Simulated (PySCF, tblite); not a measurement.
# C₇H₄F₃ radical: geometry, infrared bands and EPR parameters

Wanted: the infrared bands and EPR parameters of C₇H₄F₃ radical (`FC(F)(F)c1c[c]ccc1`), by calculation.

Programs: tblite 0.8.0 and PySCF 2.14.0, with density-fitted response routines of our own. Each step states its level of theory. These are calculated values for one molecule in the gas phase, unless marked as measured. Atoms count from 0, in the outputs and in this text.

## (1) The starting structure

14 atoms, charge 0, multiplicity 2; geometry from: force field or distance geometry start.

Bonds of the start (Å): F0–C1 1.38, C1–F2 1.39, C1–F3 1.40, C1–C4 1.49, C4–C5 1.39, C5–C6 1.39, C6–C7 1.38, C7–C8 1.39, C8–C9 1.38, C9–C4 1.38, C5–H10 1.09, C7–H11 1.09, C8–H12 1.10, C9–H13 1.10.

## (2) Geometry optimisation with GFN2-xTB

What the job is given:

```
{"job": {"kind": "relax", "xc": "GFN2-xTB", "basis": "xTB"}, "charge": 0, "multiplicity": 2}
F      2.262600    -1.303100    -1.152900
C      2.006400    -0.344600    -0.194500
F      2.665600     0.855100    -0.444800
F      2.539300    -0.774200     1.026000
C      0.565700    -0.008400    -0.027700
C      0.203100     1.292500     0.304300
C     -1.143200     1.627500     0.445800
C     -2.125400     0.674900     0.257900
C     -1.738300    -0.614100    -0.083900
C     -0.408800    -0.968900    -0.229200
H      0.967200     2.048400     0.461700
H     -3.186400     0.900700     0.360200
H     -2.498800    -1.397700    -0.239800
H     -0.109400    -1.988500    -0.505200
```

The run is started by

```bash
> OMP_NUM_THREADS=1 python probes_run.py task.json out
```

One launch serves the whole session: the jobs run in the order shown.

What it wrote:

```text
step      E/eV     max force
  0    -846.53535    2.016
  1    -846.72816    1.251
  2    -846.81222    0.819
  3    -846.84159    0.566
  4    -846.85269    0.276
  5    -846.85811    0.328
  6    -846.86389    0.212
  7    -846.86568    0.123
  8    -846.86673    0.093
  9    -846.86771    0.125
 10    -846.86872    0.095
 11    -846.86942    0.096
 12    -846.86994    0.079
 13    -846.87054    0.083
 14    -846.87121    0.072
 15    -846.87171    0.063
 16    -846.87201    0.048
 17    -846.87221    0.051
 18    -846.87241    0.048
 19    -846.87258    0.033
 20    -846.87271    0.030
 21    -846.87279    0.026
 22    -846.87284    0.022
 23    -846.87287    0.011
 24    -846.87289    0.010
```

Run time: 0.16 s. Hardware: 1 thread of Intel Xeon at 2.60GHz, shared host.

Step by step:

```tsv
step	energy from step 0 (eV)	largest force (eV/Å)
0	0.0000	2.0164
1	-0.1928	1.2514
2	-0.2769	0.8191
3	-0.3062	0.5655
4	-0.3173	0.2761
5	-0.3228	0.3280
6	-0.3285	0.2120
7	-0.3303	0.1229
8	-0.3314	0.0926
9	-0.3324	0.1247
10	-0.3334	0.0950
11	-0.3341	0.0958
12	-0.3346	0.0795
13	-0.3352	0.0835
14	-0.3359	0.0724
15	-0.3364	0.0627
16	-0.3367	0.0478
17	-0.3369	0.0512
18	-0.3371	0.0484
19	-0.3372	0.0326
20	-0.3374	0.0301
21	-0.3374	0.0263
22	-0.3375	0.0217
23	-0.3375	0.0114
24	-0.3375	0.0099
```

Close pairs (by a distance rule), those that changed most:

```tsv
bond	before (Å)	after (Å)	change (Å)
C1–F2	1.392	1.341	-0.051
C1–F3	1.399	1.349	-0.051
F0–C1	1.379	1.343	-0.037
C5–C6	1.395	1.362	-0.033
C8–H12	1.103	1.080	-0.023
C6–C7	1.381	1.363	-0.018
C9–H13	1.098	1.080	-0.018
C1–C4	1.489	1.503	+0.014
```

The next job starts from the end point, and lists it.

## (3) Harmonic vibrations with GFN2-xTB

What the job is given:

```
{"job": {"kind": "ir", "xc": "GFN2-xTB", "basis": "xTB"}, "charge": 0, "multiplicity": 2}
F      2.238090    -1.255856    -1.100784
C      2.013808    -0.315831    -0.168319
F      2.774761     0.737490    -0.497978
F      2.524014    -0.802556     0.981261
C      0.557758     0.031265    -0.035389
C      0.185864     1.331596     0.318686
C     -1.149156     1.570813     0.442414
C     -2.138024     0.652109     0.255344
C     -1.748886    -0.642511    -0.087542
C     -0.407761    -0.947744    -0.228948
H      0.933903     2.093616     0.474221
H     -3.182386     0.899312     0.364576
H     -2.498695    -1.403653    -0.242262
H     -0.103967    -1.948523    -0.497446
```

What it wrote:

```text
mode    cm-1     km/mol
  1      10.9      0.30
  2     114.9      0.95
  3     175.6      1.92
  4     272.3      0.46
  5     321.5     10.60
  6     365.8      4.00
  7     371.4      1.28
  8     438.8      7.91
  9     517.8      2.14
 10     543.3      1.84
 11     574.6      7.39
 12     594.3     19.33
 13     638.1     10.53
 14     727.3      2.80
 15     764.6     34.18
 16     854.7      2.28
 17     882.7      0.93
 18     906.5      0.01
 19     934.7     32.02
 20    1028.7    317.23
 21    1062.3    227.48
 22    1068.2    114.88
 23    1089.4      7.67
 24    1109.7     20.14
 25    1165.2      1.69
 26    1208.3     53.89
 27    1249.0    121.63
 28    1286.3      0.31
 29    1399.9      1.09
 30    1442.3      9.56
 31    1516.3      0.37
 32    1609.0      0.60
 33    3079.6      4.53
 34    3089.0      3.72
 35    3089.9      7.46
 36    3095.9      8.53
```

It took 0.47 s on 1 thread of Intel Xeon at 2.60GHz, shared host.

Which atoms move in the most intense modes:

```tsv
cm⁻¹	km/mol	atoms
765	34.2	H11 28 %, H12 25 %, H13 13 %
935	32.0	C9 27 %, C5 20 %, C7 11 %, C4 11 %
1029	317.2	C1 73 %, F3 19 %
1062	227.5	C1 64 %, F2 13 %
1068	114.9	C1 33 %, C9 11 %, F0 10 %
1110	20.1	H11 44 %, H13 17 %, C1 10 %
1208	53.9	H10 39 %, H11 14 %, C1 11 %
1249	121.6	C1 26 %, C4 24 %, H12 14 %, H13 12 %
```

## (4) EPR parameters: B3LYP/pcH-1

Settings changed since step 3:

```diff
@@ -1,2 +1,2 @@
-{"job": {"kind": "ir", "xc": "GFN2-xTB", "basis": "xTB"}, "charge": 0, "multiplicity": 2}
+{"job": {"kind": "epr", "basis": "pcH-1"}, "charge": 0, "multiplicity": 2}
 F      2.238090    -1.255856    -1.100784
```

With the program's defaults for keys left out, this is: UKS B3LYP, pcH-1 on C F H, non-relativistic, mean-field spin-orbit, GIAO.

What it wrote:

```text
UKS, coarse grid
  cycle   1  E = -568.47403405  |g| = 6.87e-01
  cycle   2  E = -568.26003944  |g| = 1.11e+00
  cycle   3  E = -568.63148580  |g| = 8.04e-02
  cycle   4  E = -568.63241737  |g| = 7.05e-02
  cycle   5  E = -568.63503349  |g| = 1.41e-02
  cycle   6  E = -568.63514197  |g| = 4.25e-03
  cycle   7  E = -568.63515939  |g| = 1.73e-03
  cycle   8  E = -568.63516598  |g| = 1.26e-03
  cycle   9  E = -568.63516748  |g| = 6.41e-04
UKS, final grid
  cycle   1  E = -568.63525791  |g| = 8.92e-04
  cycle   2  E = -568.63525709  |g| = 1.64e-03
  cycle   3  E = -568.63525867  |g| = 1.87e-04
  cycle   4  E = -568.63525879  |g| = 1.57e-04
  cycle   5  E = -568.63525886  |g| = 4.65e-05
  cycle   6  E = -568.63525886  |g| = 1.04e-05
E = -568.63525886 Eh   <S^2> = 0.7569 (exact 0.7500)
g shifts (ppm)      1          2          3
  rmc          -166       -166       -166
  gc             31         14        -30
  oz_so        -647        -17        968
  total        -782       -170        772
hyperfine (MHz)  atom isotope    a_iso     a_fc   dipolar eigenvalues
    0   19F       8.74       8.74     -6.70     -5.85     12.55
    1   13C      10.51      10.51     -1.15     -1.00      2.15
    2   19F      -0.52      -0.52     -1.19     -0.61      1.80
    3   19F       4.45       4.45     -3.76     -3.07      6.83
    4   13C      50.22      50.22     -6.13     -1.92      8.05
    5   13C      20.11      20.11    -13.58     -1.82     15.40
    6   13C     410.74     410.74    -79.61    -62.98    142.59
    7   13C      14.87      14.87    -13.95     -2.21     16.16
    8   13C      49.24      49.24     -6.41     -2.19      8.60
    9   13C      -6.89      -6.89     -6.34      2.29      4.05
   10    1H      59.53      59.53     -6.83     -5.78     12.61
   11    1H      56.54      56.54     -6.92     -5.74     12.66
   12    1H      14.98      14.98     -3.11     -2.25      5.36
   13    1H       5.75       5.75     -1.56      0.36      1.19
```

Wall time 78 s (1 thread of Intel Xeon at 2.60GHz, shared host); peak memory 1.1 GiB.

Principal g values 2.00154, 2.00215, 2.00309; g(iso) = 2.00226, against 2.00232 for a free electron.

Mean a(iso) over the nuclei that a row names, and the largest dipolar term of the row (other rows stand at the frozen geometry):

```tsv
nuclei	isotope	a(iso) (MHz)	a(iso) (G, at g = 2.0023)	largest dipolar term (MHz)
C6	13C	410.7	146.6	142.6
H10	1H	59.5	21.2	12.6
H11	1H	56.5	20.2	12.7
C4	13C	50.2	17.9	8.0
C8	13C	49.2	17.6	8.6
C5	13C	20.1	7.2	15.4
H12	1H	15.0	5.3	5.4
C7	13C	14.9	5.3	16.2
C1	13C	10.5	3.7	2.1
C9	13C	-6.9	-2.5	-6.3
H13	1H	5.7	2.1	-1.6
F0, F2, F3	19F	4.2	1.5	12.5
```

Mulliken spin populations:

F0 0.00; C1 0.01; F2 0.00; F3 0.00; C4 0.06; C5 -0.08; C6 1.01; C7 -0.08; C8 0.06; C9 -0.04; H10 0.02; H11 0.02; H12 0.01; H13 0.00

In first order the couplings over 0.8 MHz of 1H, 19F give 64 distinct lines over 53.3 G, if the averaged nuclei exchange fast; the same motion can average rows kept apart here too.

The fields below are evaluated on a grid from the run's orbitals.

ELF in a plane through or near 11 of the atoms.

Ten even steps from ' ' (0.00) to '@' (1.00):
```
                                                        
                                                        
                                  ..                    
                    --##**..    --++++--                
                    @@@@@@%%....##%%%%**..              
                    ##@@@@@@--==%%@@@@**                
          ..--++==  ..@@@@====%%--::##--  ::==::        
        ..==##%%##::  --++++==%%::::%%++**@@@@@@::      
        ..++####**--::==%%@@++--==##::::@@@@@@@@**      
          ::--++**--%%**..::==  ..++::..%%@@@@@@==      
              ::::==##%%::####==++**%%##------..        
              ::++====--++%%::==%%**..++::              
          ..--**##++..  --##==--##++%%@@@@**            
          ..==**##**..  %%@@@@**::++@@@@@@@@--          
            ..::--::  ..@@@@@@##  ..%%@@@@%%::          
                        @@@@@@++    --####--            
                        ..--::                          
                                                        
                                                        
                                                        
```
The map spans 11.7 Å across and 9.6 Å up, centred on the molecule. Atoms in the plane (x, y in Å): C1 (-2.0, -0.2), C4 (-0.6, 0.1), C5 (-0.1, 1.4), C6 (1.3, 1.5), C7 (2.2, 0.5), C8 (1.7, -0.8), C9 (0.3, -1.0), H10 (-0.7, 2.2), H11 (3.3, 0.7), H12 (2.4, -1.6), H13 (-0.1, -2.0).

On the surface of density 0.002 e/bohr³ the electrostatic potential runs, from the 1st to the 99th percentile, from -0.64 V near F3 to 1.24 V near H12.

The spin density lies nearest to C6 74 %.

## (5) Outcome

| quantity | value |
| --- | --- |
| strongest single infrared mode (GFN2-xTB) | 1029 cm⁻¹, 317 km/mol |
| zero-point energy (GFN2-xTB) | 55.2 kcal/mol |
| g(iso) (B3LYP) | 2.00226 |
| ⟨S²⟩ | 0.757 (exact 0.75) |
| largest a(iso) (averaged by class) | 13C on C6, 410.7 MHz |
| potential on the surface of density 0.002 e/bohr³, 1st and 99th percentile | -0.64 V and 1.24 V |

In words: Over 24 steps the energy fell by 0.338 eV; of the close pairs, C1–F2 changed most, 1.392 to 1.341 Å. All 36 modes are real, so the xTB geometry is a minimum. The strongest single mode, at 1029 cm⁻¹, moves mainly C1. GFN2-xTB is a fitted tight-binding method: band positions and strengths are rough. Its intensities can rank the bands wrongly. Most of the unpaired spin sits on C6 (1.01 e). The isotropic g lies 0.1 ppt below the free-electron value. The conformer search found further structures of the same energy, which may be mirror or relabelled copies of this one.
